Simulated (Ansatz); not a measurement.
# C2H3FOSi: basis-set convergence

Aim: see how fast density functionals converge with the basis set for C2H3FOSi.

The runs use Ansatz 0.2.0, Gaussian basis; one geometry, several basis sets.

Plan: PBE0-D4/def2-SVP; ωB97M-V/def2-SVP; PBE0-D4/def2-QZVPP; ωB97M-V/def2-QZVPP; the functionals' def2-TZVPP values are taken from earlier runs.

## Step 1: The relaxed structure

All runs share one geometry, relaxed beforehand with PBE0-D4 in a triple-zeta def2 set.

SMILES `O[SiH]1C=C1F`, 8 atoms, charge 0, spin multiplicity 1.

Atoms are counted from 1 here; the program's logs count them from 0.

Bond lengths: O1–Si2 1.635 Å, O1–H6 0.959 Å, Si2–C3 1.812 Å, Si2–C4 1.788 Å, Si2–H7 1.474 Å, C3–C4 1.336 Å, C3–H8 1.083 Å, C4–F5 1.323 Å. Angles: Si2–O1–H6 117.3°, O1–Si2–C3 125.0°, O1–Si2–C4 125.9°, O1–Si2–H7 103.9°, C3–Si2–C4 43.6°, C3–Si2–H7 124.2°, C4–Si2–H7 124.5°, Si2–C3–C4 67.3°, Si2–C3–H8 156.4°, C4–C3–H8 136.3°, Si2–C4–C3 69.2°, Si2–C4–F5 157.9°, C3–C4–F5 132.9°.

## Step 2: PBE0-D4 in def2-SVP

in.yaml reads:

```yaml
crystal:
  periodic: [false, false, false]
  atoms:
    - {symbol: O, position_ang: [-1.139424, 1.399304, 0.862383]}
    - {symbol: Si, position_ang: [0.134601, 0.395841, 0.655447]}
    - {symbol: C, position_ang: [0.078242, -1.190602, -0.218256]}
    - {symbol: C, position_ang: [0.721729, -0.243940, -0.907521]}
    - {symbol: F, position_ang: [1.307108, -0.233352, -2.094052]}
    - {symbol: H, position_ang: [-1.828548, 1.378135, 0.195090]}
    - {symbol: H, position_ang: [0.994692, 0.670353, 1.820055]}
    - {symbol: H, position_ang: [-0.176299, -2.232741, -0.368947]}
basis:
  gaussian: {orbitals: def2-SVP}
hamiltonian: {xc: pbe0, dispersion: d4}
output: {orbitals: {seedname: orbitals}}
```

Launch:

```bash
$ ansatz run in.yaml --threads 2 --pin off --events-out ev --progress --plain --max-ram 4352MiB
```

What it wrote:

```text
Functional definition: PBE0
  name "PBE0"
  cite "Adamo & Barone, J. Chem. Phys. 110, 6158 (1999) doi:10.1063/1.478522"
  cite "Perdew, Burke & Ernzerhof, Phys. Rev. Lett. 77, 3865 (1996) doi:10.1103/PhysRevLett.77.3865"
  parent pbe
  parameter a = 0.25
  parameter kappa = 0.804
  parameter beta = 0.06672455060314922
  exchange = (1 - a)*pbe_x(kappa = kappa, mu = beta*pi^2/3) + a*exact_x
  correlation = pbe_c(beta = beta)
977 factors; their error is unknown
mean field evaluation 1: about -14738.4135 eV, gradient 5.7e1 eV
mean field evaluation 2: about -14734.0668 eV, gradient 7.3e1 eV
mean field evaluation 4: about -14744.8733 eV, gradient 2.9e0 eV
mean field evaluation 8: about -14744.9455 eV, gradient 2.1e-1 eV
mean field evaluation 16: about -14744.9456 eV, gradient 2.6e-5 eV
mean field -14744.94561707 eV, -541.8667569443 hartree, gradient 2.6e-5 eV, S^2 0.000000; 0 other end points of the search recorded, 0 dependent functions left out
reference -14744.94563807 eV, -541.8667577159 hartree; 23, 23 occupied and 66, 66 virtual orbitals, 977 factors
Total energy: -14745.07703094 eV, -541.8715863150 hartree
```

Run time: 0.95 s. Hardware: 2 threads of Arm Neoverse V2, shared host.

## Step 3: ωB97M-V in def2-SVP

Edit in.yaml of step 2 so:

```diff
@@ -13,3 +13,3 @@
   gaussian: {orbitals: def2-SVP}
-hamiltonian: {xc: pbe0, dispersion: d4}
+hamiltonian: {xc: {name: wB97M-V}}
 output: {orbitals: {seedname: orbitals}}
```

Same command.

What it wrote, cut to the lines that bear on the results:

```text
Functional definition: wB97M-V
  name "wB97M-V"
  cite "Mardirossian & Head-Gordon, J. Chem. Phys. 144, 214110 (2016) doi:10.1063/1.4952647"
  cite "Becke, J. Chem. Phys. 107, 8554 (1997) doi:10.1063/1.475007"
  cite "Vydrov & Van Voorhis, J. Chem. Phys. 133, 244103 (2010) doi:10.1063/1.3521275"
  # Of w^i u^j: cxij and so on, Table III.
[...]
  gx(w, u) = 1 - cx + cx01*u + cx10*w
  gss(w, u) = css00 + css04*u^4 + css10*w + css20*w^2 + css43*w^4*u^3
  gos(w, u) = cos00 + cos10*w + (cos20 + cos21*u)*w^2 + (cos60 + cos61*u)*w^6
[...]
      + integral(e_c_pw_mod_opposite_spin*gos(b97_w_opposite, b97_u_opposite)) + vv10(b, c)
977 factors; their error is unknown
236 factors; integrals over basis functions are off by at most 7.4e-6 eV
[...]
mean field -14752.84732911 eV, -542.1571395056 hartree, gradient 2.2e-5 eV, S^2 0.000000; 0 other end points of the search recorded, 0 dependent functions left out
reference -14752.84736350 eV, -542.1571407696 hartree; 23, 23 occupied and 66, 66 virtual orbitals, 977 factors
Total energy: -14752.84736350 eV, -542.1571407696 hartree
```

Run time: 4.1 s. Hardware: 2 threads of Arm Neoverse V2, shared host.

## Step 4: PBE0-D4 in def2-QZVPP

Edit in.yaml of step 3 so:

```diff
@@ -12,4 +12,4 @@
 basis:
-  gaussian: {orbitals: def2-SVP}
-hamiltonian: {xc: {name: wB97M-V}}
+  gaussian: {orbitals: "def2-QZVPP.json"}
+hamiltonian: {xc: pbe0, dispersion: d4}
 output: {orbitals: {seedname: orbitals}}
```

The command is unchanged.

What it wrote:

```text
Functional definition: PBE0
  name "PBE0"
  cite "Adamo & Barone, J. Chem. Phys. 110, 6158 (1999) doi:10.1063/1.478522"
  cite "Perdew, Burke & Ernzerhof, Phys. Rev. Lett. 77, 3865 (1996) doi:10.1103/PhysRevLett.77.3865"
  parent pbe
  parameter a = 0.25
  parameter kappa = 0.804
  parameter beta = 0.06672455060314922
  exchange = (1 - a)*pbe_x(kappa = kappa, mu = beta*pi^2/3) + a*exact_x
  correlation = pbe_c(beta = beta)
1270 factors; their error is unknown
mean field evaluation 1: about -14747.7384 eV, gradient 7.0e1 eV
mean field evaluation 2: about -14740.5142 eV, gradient 9.0e1 eV
mean field evaluation 4: about -14756.7643 eV, gradient 4.9e0 eV
mean field evaluation 8: about -14756.8103 eV, gradient 1.7e-1 eV
mean field evaluation 16: about -14756.8196 eV, gradient 1.2e-4 eV
mean field -14756.81961211 eV, -542.3031182136 hartree, gradient 2.1e-5 eV, S^2 0.000000; 0 other end points of the search recorded, 0 dependent functions left out
reference -14756.81964638 eV, -542.3031194728 hartree; 23, 23 occupied and 365, 365 virtual orbitals, 1270 factors
Total energy: -14756.95103925 eV, -542.3079480719 hartree
```

Wall time 7 s (2 threads of Arm Neoverse V2, shared host); peak memory 1.1 GiB.

## Step 5: ωB97M-V in def2-QZVPP

Edit in.yaml of step 4 so:

```diff
@@ -13,3 +13,3 @@
   gaussian: {orbitals: "def2-QZVPP.json"}
-hamiltonian: {xc: pbe0, dispersion: d4}
+hamiltonian: {xc: {name: wB97M-V}}
 output: {orbitals: {seedname: orbitals}}
```

Same command.

What it wrote, cut to the lines that bear on the results:

```text
Functional definition: wB97M-V
  name "wB97M-V"
  cite "Mardirossian & Head-Gordon, J. Chem. Phys. 144, 214110 (2016) doi:10.1063/1.4952647"
  cite "Becke, J. Chem. Phys. 107, 8554 (1997) doi:10.1063/1.475007"
  cite "Vydrov & Van Voorhis, J. Chem. Phys. 133, 244103 (2010) doi:10.1063/1.3521275"
  # Of w^i u^j: cxij and so on, Table III.
[...]
  gx(w, u) = 1 - cx + cx01*u + cx10*w
  gss(w, u) = css00 + css04*u^4 + css10*w + css20*w^2 + css43*w^4*u^3
  gos(w, u) = cos00 + cos10*w + (cos20 + cos21*u)*w^2 + (cos60 + cos61*u)*w^6
[...]
      + integral(e_c_pw_mod_opposite_spin*gos(b97_w_opposite, b97_u_opposite)) + vv10(b, c)
1250 factors; their error is unknown
288 factors; integrals over basis functions are off by at most 1.1e-5 eV
[...]
mean field -14764.88432362 eV, -542.5994908949 hartree, gradient 3.6e-5 eV, S^2 0.000000; 0 other end points of the search recorded, 0 dependent functions left out
reference -14764.88437924 eV, -542.5994929389 hartree; 23, 23 occupied and 365, 365 virtual orbitals, 1250 factors
Total energy: -14764.88437924 eV, -542.5994929389 hartree
```

Run time: 17 s. Hardware: 2 threads of Arm Neoverse V2, shared host; peak memory 1.2 GiB.

## Step 6: Functionals by basis

The def2-TZVPP values come from earlier runs at the same geometry.

```csv
functional,basis,functions,energy (eV),from the largest (eV),HOMO (eV),LUMO (eV)
PBE0-D4,def2-SVP,89,-14745.0770,11.874,-7.85,0.20
PBE0-D4,def2-TZVPP,208,-14756.3011,0.650,-7.96,-0.10
PBE0-D4,def2-QZVPP,388,-14756.9510,0.000,-8.00,-0.21
ωB97M-V,def2-SVP,89,-14752.8474,12.037,-10.04,2.50
ωB97M-V,def2-TZVPP,208,-14764.2788,0.606,-10.19,1.96
ωB97M-V,def2-QZVPP,388,-14764.8844,0.000,-10.23,1.53
```

## Step 7: Summary of results

```
                                       quantity           value
PBE0-D4: double and triple zeta above quadruple  11.87, 0.65 eV
ωB97M-V: double and triple zeta above quadruple  12.04, 0.61 eV
```

In words: For PBE0-D4 the step from double to triple zeta gains 11.22 eV and the next only 0.65 eV. Total energies overstate the basis error of differences, where much of it tends to cancel. The LUMO of ωB97M-V is positive and keeps falling with the basis (2.50 to 1.53 eV): an unbound level that the basis holds in place.

For PBE0-D4 the largest set took about 7 times as long as the smallest (7 s against 0.95 s).
